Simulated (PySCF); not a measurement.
# CoH3S3 ([Co(SH)3]-): the cost of one run

Programs: PySCF 2.14.0, with routines of our own; each step states its level. All values are computed. Atoms count from 0.

## (1) The system as given

7 atoms, charge -1, states of the metal's open shell are computed; geometry from: model geometry, bond lengths from ionic radii.

## (2) Ligand-field states: state-averaged CASSCF in water

Job settings and geometry (Å):

```
{"job": {"kind": "lf", "basis": {"metal": "x2c-TZVPall", "ligand": "x2c-SVPall"}, "nevpt": true, "solvent": "water"}, "charge": -1, "metal": "Co", "open_shell": "d7"}
Co     0.000000     0.000000     0.000000
S      2.305000     0.000000     0.000000
H      2.555000     1.320000     0.000000
S     -1.152500     1.996189     0.000000
H     -2.420654     1.552695     0.000000
S     -1.152500    -1.996189     0.000000
H     -0.134346    -2.872695     0.000000
```

With the program's defaults for keys left out, this is: state-averaged CASSCF of the metal d shell, SC-NEVPT2 on the averaged canonical orbitals, state-interaction spin-orbit coupling.

Launch:

```console
OMP_NUM_THREADS=1 python lf_run.py task.json out
```

One launch serves the whole session: the jobs run in the order shown.

Q: Estimate the wall time and peak memory of this first job on 1 thread of AMD EPYC 9R45, shared host.

About 4 s, with a peak of 0.32 GiB.
